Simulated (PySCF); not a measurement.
**The bond of NaBr, level by level**

The task here is to estimate one member of a computed series from the others.

Computed with PySCF 2.14.0. Level: Na 6-31G(d,p), Br 6-31G(d,p), no relativity.

The first run:

The job is set up so:

```json
{
  "atoms": "Na, Br",
  "charge": "0",
  "basis": "Na 6-31G(d,p), Br 6-31G(d,p)",
  "Hamiltonian": "no relativity",
  "basis functions": "50",
  "electrons treated": "46",
  "masses in u": "22.9898, 78.9183",
  "levels": "PBE0, PBE, r²SCAN, LDA, BLYP, MN15, LC-ωPBE, HF, MP2, SCS-MP2, CCSD, CCSD(T)",
  "grid": "80 radial by 434 angular points",
  "occupations": "held fixed by the projection of orbital angular momentum",
  "dissociation limit": "Na + Br, each in its ground configuration",
  "starting distance in angstrom": "2.690",
  "values of 2S to try": "0, 2"
}
```

Launch:

```bash
$ OMP_NUM_THREADS=1 python dia.py task.json out
```

Among the steps run: Input; PBE0 along the bond; Excited determinants; PBE (GGA); r²SCAN (meta-GGA); LDA (local density); BLYP (GGA); MN15; LC-ωPBE; RHF; Adding correlation.

One of the session's tables, all rows but one given; the rest of the session is left out.

It belongs to the step «Constants by level of theory». 

```
      level  ωe (%)
        RHF    -3.3
    RHF-MP2    -1.6
RHF-SCS-MP2    -1.9
   RHF-CCSD    -1.8
RHF-CCSD(T)    -1.8
        LDA    -0.9
        PBE    -4.3
       BLYP       ?
     r²SCAN    -2.3
       PBE0    -2.2
       MN15    -4.7
    LC-ωPBE    -1.2
```

**Question.** Estimate the row for BLYP.

The run gave: ωe (%): -5.6. In the column «ωe (%)» it is the lowest.
